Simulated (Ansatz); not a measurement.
# GeH3 (charge -1), SMILES [GeH3-]: a ladder of methods at one geometry

Computed with Ansatz's Python interface.

The cells in order, each with its output:

```python
from pathlib import Path

import ansatz as az
from ase import Atoms
import numpy as np
```

```python
BASIS = "def2-SVP"
CHARGE = -1
```

```python
atoms = Atoms(["Ge", "H", "H", "H"], positions=[
    (0.001, -0.0021, 0.3876),
    (-0.8709, -1.1731, -0.1335),
    (-0.5816, 1.3416, -0.1204),
    (1.4516, -0.1663, -0.1337),
])
geh3 = az.Crystal.molecule_from_ase(atoms)

calculation = (
    geh3.calculation()
    .basis(gaussian=BASIS)  # the orbital basis, by name
    .charge(CHARGE)  # electrons removed from the neutral system
    .accuracy("high")
)
```

```python
print("functional    E (Ha)        dipole (D)   HOMO (eV)  LUMO (eV)")
for name in ["pbe0", "lda", "r2scan0", "blyp", "r2scan"]:
    report = calculation.functional(name).forces().orbitals().run(runs_dir="runs").report
    lines = Path(report["orbitals_path"]).read_text().splitlines()
    field_of = lambda key: [line.split("=")[1].strip() for line in lines if line.startswith(key)]
    orbitals = [(27.211386 * float(e), s, float(n)) for e, s, n in zip(field_of("Ene="), field_of("Spin="), field_of("Occup="))]
    homo = max(e for e, _, n in orbitals if n > 0.5)
    lumo = min(e for e, _, n in orbitals if n < 0.5)
    dipole = 4.803205 * np.linalg.norm(report["charge_distribution"]["dipole_moment_e_ang"])
    print(f"{name:10s} {report['free_energy_ev'] / 27.211386246:14.6f} {dipole:9.3f} {homo:11.3f} {lumo:10.3f}")
```

    functional    E (Ha)        dipole (D)   HOMO (eV)  LUMO (eV)
    pbe0         -2078.241692     0.952       1.590      7.711
    lda          -2075.309184     0.841       2.476      6.632
    r2scan0      -2078.482004     0.945       1.449      7.886
    blyp         -2078.548588     0.810       2.777      6.921
    r2scan       -2078.500472     0.920       2.327      7.141

Caveats:
- The settings weren't tested for convergence.
- The geometry is a force-field or estimated start, not a minimum of this method, and the basis set is short of its limit. A lower total doesn't mark the better method: functionals have no common bound, and MP2 and coupled cluster aren't variational.
- An ion's dipole depends on the origin; the program takes it about the centre of nuclear charge.
- Levels such as HOMO and LUMO are orbital energies: with these approximate functionals they aren't the ionisation energy and electron affinity, and their gap isn't the fundamental gap.
- Anions want diffuse functions, which this basis lacks.
- It ran for 15 s on 1 thread of Arm Neoverse V1, on a shared host, peak memory 0.22 GiB.
